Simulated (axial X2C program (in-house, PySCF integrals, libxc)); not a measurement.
**Linear NInN at several levels**

How do method and spin–orbit coupling move the bonds and stretches of NInN, held linear?

Method: all-electron X2C, two-component (2c) or spin-free, N dyall-av3z, In dyall-v3z; program: an in-house X2C program for linear molecules on PySCF integrals.

All values are calculated.

2 further runs of the same task are left out: 2 set aside as unsound or not needed.

## (1) Set-up

File task.json:

```json
{"zs": [7, 49, 7], "q": 0, "bas": ["dyall-av3z", "dyall-v3z", "dyall-av3z"], "r0": [1.96, 1.96], "symm": 1, "scan": ["PBE0", "HF", "r2SCAN"], "levels": ["PBE0", "HF", "LDA"], "nst": 2}
```

Keys: zs atomic numbers; q charge; bas basis sets; r0 starting distance in Å; symm equal bonds; scan levels of the two-bond scan; levels methods; nst determinants followed.

Launch:

```sh
python solin.py task.json out
```

Masses N 14.003, In 114.904, N 14.003 u.

## (2) Scan at PBE0, 2c

State: Ω = 5/2 (beyond evenly filled blocks: ω = -1/2, 2 × ω = 3/2). Energies above the lowest point, from the job's result record:

| r(N–In) (Å) | r(In–N) (Å) | E (meV) |
| --- | --- | --- |
| 1.9442 | 1.9442 | 47.39 |
| 1.9442 | 1.9940 | 19.60 |
| 1.9442 | 2.0438 | 27.36 |
| 1.9940 | 1.9442 | 19.60 |
| 1.9940 | 1.9940 | 0.00 |
| 1.9940 | 2.0438 | 15.73 |
| 1.9940 | 2.0937 | 57.20 |
| 2.0438 | 1.9442 | 27.36 |
| 2.0438 | 1.9940 | 15.73 |
| 2.0438 | 2.0438 | 39.74 |
| 2.0937 | 1.9940 | 57.20 |
| 2.0937 | 2.0937 | 147.31 |

A quadratic surface with cubic terms in each bond gives the minimum at 1.994 and 1.994 Å, force constants 2.29, 2.29 and coupling 0.53 mdyn/Å.

## (3) Scan at r2SCAN, 2c

State: Ω = 5/2 (beyond evenly filled blocks: ω = -1/2, 2 × ω = 3/2). Energies above the lowest point, from the job's result record:

| r(N–In) (Å) | r(In–N) (Å) | E (meV) |
| --- | --- | --- |
| 1.9442 | 1.9442 | 69.24 |
| 1.9442 | 1.9940 | 32.94 |
| 1.9442 | 2.0438 | 37.00 |
| 1.9940 | 1.9442 | 32.94 |
| 1.9940 | 1.9940 | 0.00 |
| 1.9940 | 2.0438 | 7.32 |
| 1.9940 | 2.0937 | 45.45 |
| 2.0438 | 1.9442 | 37.00 |
| 2.0438 | 1.9940 | 7.32 |
| 2.0438 | 2.0438 | 17.83 |
| 2.0937 | 1.9940 | 45.45 |
| 2.0937 | 2.0937 | 103.33 |

A quadratic surface with cubic terms in each bond gives the minimum at 2.007 and 2.007 Å, force constants 2.43, 2.43 and coupling 0.21 mdyn/Å.

## (4) Scan at PBE0, spin-free

State: M_S = 3/2, Λ = 1 (beyond evenly filled blocks: 2 × π+α, π+β, 2 × π-α). Energies above the lowest point, from the job's result record:

| r(N–In) (Å) | r(In–N) (Å) | E (meV) |
| --- | --- | --- |
| 1.9442 | 1.9442 | 48.32 |
| 1.9442 | 1.9940 | 19.86 |
| 1.9442 | 2.0438 | 26.55 |
| 1.9940 | 1.9442 | 19.86 |
| 1.9940 | 1.9940 | 0.00 |
| 1.9940 | 2.0438 | 15.09 |
| 1.9940 | 2.0937 | 55.37 |
| 2.0438 | 1.9442 | 26.55 |
| 2.0438 | 1.9940 | 15.09 |
| 2.0438 | 2.0438 | 38.99 |
| 2.0937 | 1.9940 | 55.37 |
| 2.0937 | 2.0937 | 145.99 |

A quadratic surface with cubic terms in each bond gives the minimum at 1.995 and 1.995 Å, force constants 2.27, 2.27 and coupling 0.56 mdyn/Å.

## (5) Comparison

| level | r(N–In) (Å) | r(In–N) (Å) | lower stretch (cm⁻¹) | upper stretch (cm⁻¹) |
| --- | --- | --- | --- | --- |
| PBE0, 2c | 1.994 | 1.994 | 515.9 | 584.5 |
| r2SCAN, 2c | 2.007 | 2.007 | 565.5 | 579.5 |
| PBE0, spin-free | 1.995 | 1.995 | 507.2 | 585.3 |
| HF, spin-free | 2.050 | 2.050 | 484.9 | 512.1 |
| r2SCAN, spin-free | 2.008 | 2.008 | 565.5 | 579.1 |

Scans not shown above were run alike.

What this shows: Over the levels the N–In bond spans 1.994 to 2.050 Å and the In–N bond 1.994 to 2.050 Å. At PBE0 spin–orbit coupling leaves both bonds unchanged to 0.001 Å. Each state is one determinant, the lowest of a limited PBE0 search; the stretches come from a fit to few points and are good to some per cent at best. The stretches are sorted by size, and where the two bonds are alike the symmetric and antisymmetric modes can swap order between levels. The molecule was held linear; bending was not examined, so a bent shape may lie lower. Note: functional without a current term on a determinant with orbital currents, of the molecule or an atom. Note: several unpaired electrons, one determinant need not be a pure state.
